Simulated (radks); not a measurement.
# V¹⁵⁺ in [He] 2s1 2p4 3d1: an all-electron calculation

Aim: the levels, the sizes of the orbitals and the parts of the energy of the vanadium ion V15+.

Method: scalar-relativistic Kohn-Sham, r2SCAN, spin-unpolarised, spherical densities, finite nucleus. Code: radks (a radial shooting solver on a logarithmic mesh, Libxc functionals) version 1.

### 1 The system

| Property | Result |
| --- | --- |
| element | vanadium (Z = 23) |
| charge | +15 |
| electrons | 8 |
| configuration | [He] 2s1 2p4 3d1 |
| nuclear rms radius | 3.6002 fm |

Outer shells as boxes (Hund's rule):

V¹⁵⁺
```
[He] core
2s [↑ ]
2p [↑↓][↑ ][↑ ]
3d [↑ ][  ][  ][  ][  ]
```

### 2 The run

Input:

```text
Z 23
configuration [He] 2s1 2p4 3d1
relativity scalar-relativistic
functional r2scan,r2scan
spin unpolarised
nucleus finite rms 3.6002 fm
c 137.035999084
```

The run is started by

```bash
> python run_ks.py task.json out
```

The same process makes all the runs of this session.

**Question.** What will this run give?

The runs gave:

```
                        quantity                 value
                    total energy    -780.16839 hartree
exchange-correlation share of it                3.50 %
                            −T/E                1.0108
          highest occupied level        3d, -380.14 eV
    most extended occupied level  3d, <r> = 0.625 bohr
 radius at density 0.001 e/bohr³             1.46 bohr
    maxima of the radial density                     2
```

**Reading.** The radial density shows 2 maxima for 3 occupied principal shells; where shells overlap, one shows as a shoulder or not at all. Relativity lifts −T/E to 1.011. This is not the tabulated ground configuration, so its levels and sizes aren't those of the ground state, and no measured value stands beside it.
